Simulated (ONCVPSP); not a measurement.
**Pseudopotential generation for osmium: ONCV, PBE**

Task: generate the file, and judge it by its errors in other configurations, its logarithmic derivatives, its ghosts and its cutoff.

The numbers are computed with ONCVPSP 4.0.1 (PBE, scalar-relativistic, spin-unpolarised reference atom).

## Step 1: Starting point

Typed settings, in words:

* element: osmium (Os, Z = 76)
* type: optimised norm-conserving Vanderbilt (ONCV)
* frozen core: [Kr] 4d10 4f14
* valence charge: 16
* reference configuration: 5s2 5p6 5d6 6s1 (charge +1)
* partial waves: 5s+6s: rc 1.85 bohr, ncon 3, nbas 7, qcut 5.8 1/bohr, 3 projectors, debl 3 Ha; 5p: rc 1.90 bohr, ncon 4, nbas 8, qcut 8 1/bohr, 2 projectors, debl 3.7 Ha; 5d: rc 1.95 bohr, ncon 4, nbas 8, qcut 9.8 1/bohr, 1 projector
* local potential: polynomial inside 1.55 bohr (lpopt 3, dvloc0 0 Ha)
* core correction: Teter function, fcfact 4.5, rcfact 1.8

The outer shells as boxes (Hund's rule for the drawing; the calculation is spin-unpolarised):

```
[Kr] core
4d [↑↓][↑↓][↑↓][↑↓][↑↓]
4f [↑↓][↑↓][↑↓][↑↓][↑↓][↑↓][↑↓]
5s [↑↓]
5p [↑↓][↑↓][↑↓]
5d [↑↓][↑ ][↑ ][↑ ][↑ ]
6s [↑ ]
```

The nodes and maxima of the atom's own shells, from an earlier all-electron run, set the scale for the radii.

All-electron outer shells of the reference configuration (PBE, scalar-relativistic, ld1.x):

| shell | level (eV) | outermost node (bohr) | outermost maximum (bohr) |
| --- | --- | --- | --- |
| 5s | -99.60 | 0.51 | 0.91 |
| 4f | -60.01 | – | 0.40 |
| 5p | -58.92 | 0.55 | 1.03 |
| 5d | -14.14 | 0.60 | 1.36 |
| 6s | -13.14 | 1.20 | 2.39 |
| 6p | -7.10 | 1.42 | 3.14 |

## Step 2: Generating the potential

Os.dat

```
# ATOM AND REFERENCE CONFIGURATION
# atsym  z   nc   nv     iexc    psfile
  Os 76.00   10    4        4      upf
#
#   n    l    f
    1    0    2.00
    2    0    2.00
    2    1    6.00
    3    0    2.00
    3    1    6.00
    3    2   10.00
    4    0    2.00
    4    1    6.00
    4    2   10.00
    4    3   14.00
    5    0    2.00
    5    1    6.00
    5    2    6.00
    6    0    1.00
#
# PSEUDOPOTENTIAL AND OPTIMIZATION
# lmax
    2
#
#   l,   rc,      ep,       ncon, nbas, qcut
    0    1.85    0.00    3    7    5.80
    1    1.90    0.00    4    8    8.00
    2    1.95    0.00    4    8    9.80
#
# LOCAL POTENTIAL
# lloc, lpopt,  rc(5),   dvloc0
    4    3    1.55    0.00
#
# VANDERBILT-KLEINMAN-BYLANDER PROJECTORs
# l, nproj, debl
    0    3    3.00
    1    2    3.70
    2    1    1.70
#
# MODEL CORE CHARGE
# icmod, fcfact, rcfact
    3    4.50    1.80
#
# LOG DERIVATIVE ANALYSIS
# epsh1, epsh2, depsh
   -5.00    5.00    0.04
#
# OUTPUT GRID
# rlmax, drl
    6.00    0.01
#
# TEST CONFIGURATIONS
# ncnf
    4
# nvcnf
#   n    l    f
    4
    5    0    2.00
    5    1    6.00
    5    2    6.00
    6    0    2.00
#
    4
    5    0    2.00
    5    1    6.00
    5    2    6.00
    6    0    0.00
#
    4
    5    0    2.00
    5    1    6.00
    5    2    5.00
    6    0    0.00
#
    4
    5    0    2.00
    5    1    6.00
    5    2    4.00
    6    0    0.00
#
```

The run is started by

```bash
$ oncvpsp.x < Os.dat > Os.out
```

Before running it: what results should come out? Wanted: cutoffs for 1 and 0.1 mHa per electron, occupied waves; bound ghosts; GHOST(+) flags; largest test error; largest phase difference near zero energy, channels read; rms error of d²Exc/dn², without and with the model core.

As calculated:

| quantity | value |
| --- | --- |
| cutoffs for 1 and 0.1 mHa per electron, occupied waves | 18 Ha and 23 Ha |
| bound ghosts | none found |
| GHOST(+) flags | none at low energy |
| largest test error (AE − PS) | -259 meV, for 5s2 5p6 5d4 6s0 |
| largest phase difference near zero energy, channels read | 0.003 rad |
| rms error of d²Exc/dn², without and with the model core | 7.68 and 4.27 mHa |

**Reading.** By total energies transferability is fair for so large an energy: the largest error is 259 meV on 87.2 eV, for 5s2 5p6 5d4 6s0. That test lies far up in energy; among those under 40 eV, nearer to bonding, the largest error is 27 meV. By its cutoff, 18 Ha for the looser tolerance, it is of middling hardness. At the looser tolerance the 5d wave is the slowest; 5p needs 13 Ha. The program's ghost test flags no bound state. Near zero energy the phases of the channels with partial waves agree within 0.003 rad. Note that the frozen 4f shell (-60 eV) lies higher than the valence 5s shell (-100 eV). These are tests on the free atom; a crystal test is still owed.
